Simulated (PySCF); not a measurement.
# C2H6OSeSi: the cost of one run

Computed with PySCF 2.14.0, with density-fitted response routines of our own, on a single molecule in the gas phase. Atoms are numbered from 0 throughout.

## 1. The starting structure

11 atoms, charge 0, multiplicity 1; geometry from: GFN2-xTB. The atoms were then displaced at random by about 0.01 Å, so the start is not that level's minimum.

Bonds of the start (Å): C0–Se1 1.94, Se1–Si2 2.26, Si2–C3 1.97, C3–O4 1.18, C0–H5 1.09, C0–H6 1.11, C0–H7 1.06, Si2–H8 1.43, Si2–H9 1.47, C3–H10 1.11.

## 2. Geometry optimisation at PBE0-D3(BJ)/def2-SVP

The job: settings as JSON, then the geometry in Å.

```
{"job": {"xc": "PBE0", "basis": "def2-SVP", "d3": "d3bj", "grid": 1, "shake": 0.01, "kind": "geom"}, "charge": 0, "multiplicity": 1}
C     -2.220930     0.327690     0.284240
Se    -0.488850     1.190520     0.437600
Si     0.721930    -0.524880    -0.398250
C      2.560800     0.165450    -0.269690
O      3.478180    -0.421910    -0.719880
H     -2.423200     0.097210    -0.761380
H     -2.971960     1.071260     0.616610
H     -2.254780    -0.527600     0.901950
H      0.392290    -0.814910    -1.759590
H      0.596020    -1.729760     0.439600
H      2.648620     1.141100     0.253040
```

The run is started by

```console
OMP_NUM_THREADS=1 python probes_run.py task.json out
```

This one command runs all jobs of the session in turn.

**Question.** How long does this first job take on 1 thread of Arm Neoverse V1, shared host, and how much memory does it need?

About 41 s, with a peak of 0.51 GiB.
